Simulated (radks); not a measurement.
**Nuclear size and the levels of Ni⁺**

The task here is to estimate one member of a computed series from the others.

Program: radks (a radial shooting solver on a logarithmic mesh, Libxc functionals) version 1. Level of theory: Dirac Kohn-Sham, PBE, spin-unpolarised, spherical densities, finite nucleus; open shells fill j = l - 1/2 first. These are calculated values, not measurements, unless marked.

### The atom as given

```
element            : nickel (Z = 28)
charge             : +1
electrons          : 27
configuration      : [Ar] 3d9
nuclear rms radius : 3.7757 fm
```

The first run:

The run's settings:

```text
Z 28
configuration [Ar] 3d9 4s0 4p0
relativity Dirac
functional pbe,pbe
spin unpolarised
j_filling energy
nucleus finite rms 3.7757 fm
c 137.035999084
```

Among the steps run: rms radius 3.7757 fm.

One of the session's tables, all rows but one given; the rest of the session is left out.

It belongs to the step «rms radius 3.7757 fm». Sizes of the orbitals, from the radial functions (bohr):

| level | <r> | outermost maximum (interpolated) | 90 % within | nodes |
| --- | --- | --- | --- | --- |
| 3s1/2 | 0.7438 | 0.641 | 1.12 | 2 |
| 3p1/2 | 0.7783 | 0.644 | 1.21 | 1 |
| 3p3/2 | 0.7888 | 0.652 | 1.22 | 1 |
| 3d3/2 | 1.068 | 0.637 | 1.92 | 0 |
| 3d5/2 | 1.077 | 0.640 | 1.94 | 0 |
| 4s1/2 | ? | ? | ? | ? |
| 4p1/2 | 3.499 | 2.86 | 5.35 | 2 |
| 4p3/2 | 3.535 | 2.89 | 5.40 | 2 |

Q: Estimate the row for 4s1/2 from the others.

**Answer.** <r>: 2.674; outermost maximum (interpolated): 2.21; 90 % within: 4.04; nodes: 3. In the column «<r>» it lies between 3d5/2 (1.077) and 4p1/2 (3.499).
